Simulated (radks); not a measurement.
# I inside a hard spherical wall

What does compression do to the levels of I? A hard sphere of shrinking radius stands in for pressure; the configuration is held at [Kr] 4d10 5s2 5p5.

Program: radks (a radial shooting solver on a logarithmic mesh, Libxc functionals) version 1. Level of theory: scalar-relativistic Kohn-Sham, LDA (Slater exchange, VWN5 correlation), spin-polarised, spherical densities, point nucleus; open shells are filled with parallel spins first. These are calculated values, not measurements, unless marked.

## (1) Starting point

* element: iodine (Z = 53)
* charge: 0
* electrons: 53
* configuration: [Kr] 4d10 5s2 5p5

Outer shells as boxes (Hund's rule):

I
```
[Kr] core
4d [↑↓][↑↓][↑↓][↑↓][↑↓]
5s [↑↓]
5p [↑↓][↑↓][↑ ]
```

In the logs a row gives level, spin channel, occupation and eigenvalue; Etot, Ekin, Encl (electron-nucleus), Eh (Hartree) and Exc are energies, all in hartree; err is the last residual, it the number of iterations.

## (2) The free atom

Input:

```text
Z 53
configuration [Kr] 4d10 5s2 5p5 6s0 4f0 5d0
relativity scalar-relativistic
functional lda,vwn5
spin polarised
nucleus point
c 137.035999084
```

Started as:

```sh
$ python run_ks.py task.json out
```

The same process makes all the runs of this session.

Output:

```text
1s      1   1.0000       -1210.82900670
2s      1   1.0000        -187.11292216
2p      1   3.0000        -168.03499410
3s      1   1.0000         -37.74708954
3p      1   3.0000         -31.56428592
3d      1   5.0000         -22.27792899
4s      1   1.0000          -6.62147041
4p      1   3.0000          -4.68041686
4d      1   5.0000          -1.85137703
5s      1   1.0000          -0.65788522
5p      1   3.0000          -0.27497108
6s      1   0.0000          -0.01973264
4f      1   0.0000           0.00027128
5d      1   0.0000           0.00018454
1s      2   1.0000       -1210.82776582
2s      2   1.0000        -187.11224687
2p      2   3.0000        -168.03399447
3s      2   1.0000         -37.74597063
3p      2   3.0000         -31.56306729
3d      2   5.0000         -22.27678471
4s      2   1.0000          -6.61903431
4p      2   3.0000          -4.67770551
4d      2   5.0000          -1.84705989
5s      2   1.0000          -0.63816358
5p      2   2.0000          -0.25574724
6s      2   0.0000          -0.01718870
4f      2   0.0000           0.00027128
5d      2   0.0000           0.00018454
Etot -7110.638392556888
Ekin 7461.9608793672505
Encl -17211.0228090257
Eh 2813.6324738511403
Exc -175.20893674957807
err 2.253698225169489e-09
it 13
```

Highest occupied level: 5p down at -6.959 eV.

From the orbitals of this run (lengths in bohr):

| level | occupation | energy (eV) | <r> | outermost maximum (interpolated) | 90 % within | nodes |
| --- | --- | --- | --- | --- | --- | --- |
| 4d up | 5 | -50.379 | 0.9231 | 0.778 | 1.41 | 1 |
| 4d down | 5 | -50.261 | 0.9217 | 0.778 | 1.41 | 1 |
| 5s up | 1 | -17.902 | 1.958 | 1.70 | 2.87 | 4 |
| 5s down | 1 | -17.365 | 1.957 | 1.69 | 2.87 | 4 |
| 5p up | 3 | -7.482 | 2.460 | 2.02 | 3.72 | 3 |
| 5p down | 2 | -6.959 | 2.481 | 2.02 | 3.76 | 3 |
| 6s up | 0 | -0.537 | 6.986 | 5.43 | 10.9 | 5 |
| 6s down | 0 | -0.468 | 7.258 | 5.58 | 11.4 | 5 |

Radial density 4πr²ρ:

| r (bohr) | 4πr²ρ (e/bohr) |
| --- | --- |
| 0.00111 | 2.348 |
| 0.00181 | 5.361 |
| 0.00293 | 11.54 |
| 0.00478 | 23.32 |
| 0.00778 | 41.75 |
| 0.0126 | 61.31 |
| 0.0205 | 68.65 |
| 0.0334 | 60.61 |
| 0.0539 | 70.52 |
| 0.0878 | 88.85 |
| 0.142 | 65.28 |
| 0.231 | 74.33 |
| 0.377 | 40.61 |
| 0.609 | 26.81 |
| 0.992 | 17.72 |
| 1.60 | 5.518 |
| 2.61 | 2.580 |
| 4.25 | 0.3647 |
| 6.87 | 0.009383 |

## (3) Wall at 20 bohr

Input: that of step 2 with these lines changed.

```diff
@@ -6,2 +6,3 @@
 nucleus point
+wall 20 bohr
 c 137.035999084
```

Output:

```text
1s      1   1.0000       -1210.82900670
2s      1   1.0000        -187.11292216
2p      1   3.0000        -168.03499410
3s      1   1.0000         -37.74708954
3p      1   3.0000         -31.56428592
3d      1   5.0000         -22.27792899
4s      1   1.0000          -6.62147041
4p      1   3.0000          -4.68041686
4d      1   5.0000          -1.85137703
5s      1   1.0000          -0.65788522
5p      1   3.0000          -0.27497108
6s      1   0.0000          -0.01951532
4f      1   0.0000           0.05789266
5d      1   0.0000           0.03070204
1s      2   1.0000       -1210.82776582
2s      2   1.0000        -187.11224687
2p      2   3.0000        -168.03399447
3s      2   1.0000         -37.74597063
3p      2   3.0000         -31.56306729
3d      2   5.0000         -22.27678471
4s      2   1.0000          -6.61903431
4p      2   3.0000          -4.67770551
4d      2   5.0000          -1.84705989
5s      2   1.0000          -0.63816358
5p      2   2.0000          -0.25574724
6s      2   0.0000          -0.01689700
4f      2   0.0000           0.05792490
5d      2   0.0000           0.03183765
Etot -7110.638392556879
Ekin 7461.960879387719
Encl -17211.02280906323
Eh 2813.6324738685835
Exc -175.20893674995247
err 2.2537111607766947e-09
it 13
```

E − E(step 2, the free atom) = +0.000 eV. Highest occupied level: 5p down at -6.959 eV.

## (4) Wall at 8 bohr

Input: that of step 3 with these lines changed.

```diff
@@ -6,3 +6,3 @@
 nucleus point
-wall 20 bohr
+wall 8 bohr
 c 137.035999084
```

Output:

```text
1s      1   1.0000       -1210.82582114
2s      1   1.0000        -187.10978036
2p      1   3.0000        -168.03184685
3s      1   1.0000         -37.74396893
3p      1   3.0000         -31.56116477
3d      1   5.0000         -22.27480761
4s      1   1.0000          -6.61839567
4p      1   3.0000          -4.67734903
4d      1   5.0000          -1.84833647
5s      1   1.0000          -0.65533852
5p      1   3.0000          -0.27252944
6s      1   0.0000           0.03211416
4f      1   0.0000           0.26467142
5d      1   0.0000           0.08945984
1s      2   1.0000       -1210.82458052
2s      2   1.0000        -187.10910521
2p      2   3.0000        -168.03084741
3s      2   1.0000         -37.74285025
3p      2   3.0000         -31.55994640
3d      2   5.0000         -22.27366356
4s      2   1.0000          -6.61596011
4p      2   3.0000          -4.67463840
4d      2   5.0000          -1.84402055
5s      2   1.0000          -0.63562264
5p      2   2.0000          -0.25326292
6s      2   0.0000           0.03806846
4f      2   0.0000           0.27023481
5d      2   0.0000           0.09909967
Etot -7110.637069882298
Ekin 7461.97461279638
Encl -17211.191120806867
Eh 2813.792467488077
Exc -175.2130293598889
err 1.4939890772935084e-09
it 13
```

E − E(step 2, the free atom) = +0.036 eV. 5p down is the highest filled level (-6.892 eV).

## (5) Wall at 7 bohr

Input: that of step 4 with these lines changed.

```diff
@@ -6,3 +6,3 @@
 nucleus point
-wall 8 bohr
+wall 7 bohr
 c 137.035999084
```

Output:

```text
1s      1   1.0000       -1210.81859271
2s      1   1.0000        -187.10267376
2p      1   3.0000        -168.02472559
3s      1   1.0000         -37.73692279
3p      1   3.0000         -31.55411730
3d      1   5.0000         -22.26775919
4s      1   1.0000          -6.61148282
4p      1   3.0000          -4.67045646
4d      1   5.0000          -1.84152243
5s      1   1.0000          -0.64981024
5p      1   3.0000          -0.26703568
6s      1   0.0000           0.07665740
4f      1   0.0000           0.32744537
5d      1   0.0000           0.11654845
1s      2   1.0000       -1210.81734996
2s      2   1.0000        -187.10199740
2p      2   3.0000        -168.02372441
3s      2   1.0000         -37.73580215
3p      2   3.0000         -31.55289680
3d      2   5.0000         -22.26661313
4s      2   1.0000          -6.60904315
4p      2   3.0000          -4.66774160
4d      2   5.0000          -1.83720023
5s      2   1.0000          -0.63007248
5p      2   2.0000          -0.24765227
6s      2   0.0000           0.08411305
4f      2   0.0000           0.33600663
5d      2   0.0000           0.12828040
Etot -7110.63275322129
Ekin 7462.0115400268605
Encl -17211.57334862128
Eh 2814.151516041492
Exc -175.2224606683612
err 9.942098316379668e-10
it 13
```

E − E(step 2, the free atom) = +0.153 eV. The top filled level is 5p down, -6.739 eV.

## (6) Wall at 4 bohr

Input: that of step 5 with these lines changed.

```diff
@@ -6,3 +6,3 @@
 nucleus point
-wall 7 bohr
+wall 4 bohr
 c 137.035999084
```

Output:

```text
1s      1   1.0000       -1210.54637793
2s      1   1.0000        -186.83944095
2p      1   3.0000        -167.76051816
3s      1   1.0000         -37.47834712
3p      1   3.0000         -31.29546539
3d      1   5.0000         -22.00898302
4s      1   1.0000          -6.36391298
4p      1   3.0000          -4.42459715
4d      1   5.0000          -1.60179147
5s      1   1.0000          -0.45764186
5p      1   3.0000          -0.04207340
6s      1   0.0000           0.97840256
4f      1   0.0000           0.81585609
5d      1   0.0000           0.55864346
1s      2   1.0000       -1210.54482657
2s      2   1.0000        -186.83858760
2p      2   3.0000        -167.75926158
3s      2   1.0000         -37.47694266
3p      2   3.0000         -31.29393597
3d      2   5.0000         -22.00754434
4s      2   1.0000          -6.36087409
4p      2   3.0000          -4.42124506
4d      2   5.0000          -1.59654368
5s      2   1.0000          -0.43529036
5p      2   2.0000          -0.01896034
6s      2   0.0000           0.99406632
4f      2   0.0000           0.83520027
5d      2   0.0000           0.58026042
Etot -7110.152048865627
Ekin 7464.545870336919
Encl -17226.110347805225
Eh 2826.9953109086655
Exc -175.58288230598654
err 5.153775593294982e-09
it 12
```

Energy against step 2 (the free atom): +13.234 eV. The top filled level is 5p down, -0.516 eV.

## (7) Wall at 2.5 bohr

Input: that of step 6 with these lines changed.

```diff
@@ -6,3 +6,3 @@
 nucleus point
-wall 4 bohr
+wall 2.5 bohr
 c 137.035999084
```

Output:

```text
1s      1   1.0000       -1209.31119918
2s      1   1.0000        -185.67934249
2p      1   3.0000        -166.59200857
3s      1   1.0000         -36.37573620
3p      1   3.0000         -30.19214044
3d      1   5.0000         -20.90187759
4s      1   1.0000          -5.39827274
4p      1   3.0000          -3.47887742
4d      1   5.0000          -0.69765651
5s      1   1.0000           0.65995879
5p      1   3.0000           1.33206762
6s      1   0.0000           5.11252293
4f      1   0.0000           2.01257177
5d      1   0.0000           2.52905616
1s      2   1.0000       -1209.30718750
2s      2   1.0000        -185.67693408
2p      2   3.0000        -166.58860761
3s      2   1.0000         -36.37199647
3p      2   3.0000         -30.18807235
3d      2   5.0000         -20.89799568
4s      2   1.0000          -5.39052894
4p      2   3.0000          -3.47066968
4d      2   5.0000          -0.68671137
5s      2   1.0000           0.68919151
5p      2   2.0000           1.36196818
6s      2   0.0000           5.13312747
4f      2   0.0000           2.03262610
5d      2   0.0000           2.55745557
Etot -7104.260242033346
Ekin 7486.944451642694
Encl -17293.126407900312
Eh 2879.1986342793966
Exc -177.27692005512463
err 2.3261838445401864e-09
it 13
```

Energy against step 2 (the free atom): +173.558 eV. 5p down is the highest filled level (37.061 eV).

## (8) Wall at 1.5 bohr

Input: that of step 7 with these lines changed.

```diff
@@ -6,3 +6,3 @@
 nucleus point
-wall 2.5 bohr
+wall 1.5 bohr
 c 137.035999084
```

Output:

```text
1s      1   1.0000       -1203.14711592
2s      1   1.0000        -180.02572132
2p      1   3.0000        -160.86803023
3s      1   1.0000         -31.48677805
3p      1   3.0000         -25.29626264
3d      1   5.0000         -15.93032630
4s      1   1.0000          -1.92053877
4p      1   3.0000           0.00642690
4d      1   5.0000           2.99447021
5s      1   1.0000           8.57727403
5p      1   3.0000          10.09987310
6s      1   0.0000          24.69929778
4f      1   0.0000           6.39454624
5d      1   0.0000          12.35670828
1s      2   1.0000       -1203.13065709
2s      2   1.0000        -180.01511335
2p      2   3.0000        -160.85356740
3s      2   1.0000         -31.47195590
3p      2   3.0000         -25.28016260
3d      2   5.0000         -15.91470464
4s      2   1.0000          -1.89826321
4p      2   3.0000           0.02872863
4d      2   5.0000           3.01728605
5s      2   1.0000           8.61398358
5p      2   2.0000          10.13675746
6s      2   0.0000          24.72554038
4f      2   0.0000           6.41886496
5d      2   0.0000          12.39252027
Etot -7045.672766246208
Ekin 7674.04393179993
Encl -17629.20697909171
Eh 3094.8553232380837
Exc -185.3650421925135
err 5.607478889538336e-09
it 13
```

E − E(step 2, the free atom) = +1767.8 eV. 5p down is the highest filled level (275.84 eV).

## (9) All runs together

| R (bohr) | E − E(free) (eV) | ε(5p) (eV) | ε(6s, empty) (eV) | ε(5d, empty) (eV) | ε(4f, empty) (eV) | pressure (GPa) |
| --- | --- | --- | --- | --- | --- | --- |
| free | 0.000 | -7.482 | -0.537 | - | - | 0 |
| 20 | 0.000 | -7.482 | -0.531 | 0.835 | 1.575 | < 0.0001 |
| 8 | 0.036 | -7.416 | 0.874 | 2.434 | 7.202 | 0.0701 |
| 7 | 0.153 | -7.266 | 2.086 | 3.171 | 8.910 | 0.390 |
| 4 | 13.234 | -1.145 | 26.624 | 15.201 | 22.201 | 112 |
| 2.5 | 173.56 | 36.247 | 139.12 | 68.819 | 54.765 | 4659 |
| 1.5 | 1767.8 | 274.83 | 672.10 | 336.24 | 174.00 | 190610 |

What this shows: Eigenvalues are for spin up. At the tightest wall, 1.5 bohr, the energy stands 1767.8 eV above the free atom and the pressure, −dE/dV, is 190610 GPa. Of the levels in the table that exist at both ends, 6s (empty) rises most from the free atom (672.64 eV). From R = 2.5 bohr inwards the highest occupied level lies above zero, pushed up by confinement. Shells are not refilled when levels cross, and a hard wall is a model, not a crystal.
